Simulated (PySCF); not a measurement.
# F4Nb (NbF4): the cost of one run

Computed with PySCF 2.14.0 and routines of our own; the level stands in each step. Atoms count from 0.

### Step 1. The starting structure

5 atoms, charge 0, states of the metal's open shell are computed; geometry from: model start, shaken.

### Step 2. Geometry optimisation at PBE0-D3(BJ)/def2-TZVP

What the job is given:

```
{"job": {"xc": "PBE0", "basis": "def2-TZVP", "d3": "d3bj", "grid": 1, "maxiter": 45, "kind": "geom"}, "charge": 0, "metal": "Nb", "open_shell": "d1"}
Nb     0.000020     0.004480    -0.004110
F      1.060510     1.067050     1.059000
F     -1.072970    -1.053770     1.066490
F     -1.083180     1.081220    -1.068520
F      1.075450    -1.087830    -1.074310
```

Command:

```console
$ OMP_NUM_THREADS=1 python lf_run.py task.json out
```

The driver reads the jobs from task.json and runs them one after another.

Q: Estimate the wall time and peak memory of this first job on 1 thread of Arm Neoverse V2, shared host.

About 90 s, with a peak of 0.64 GiB.
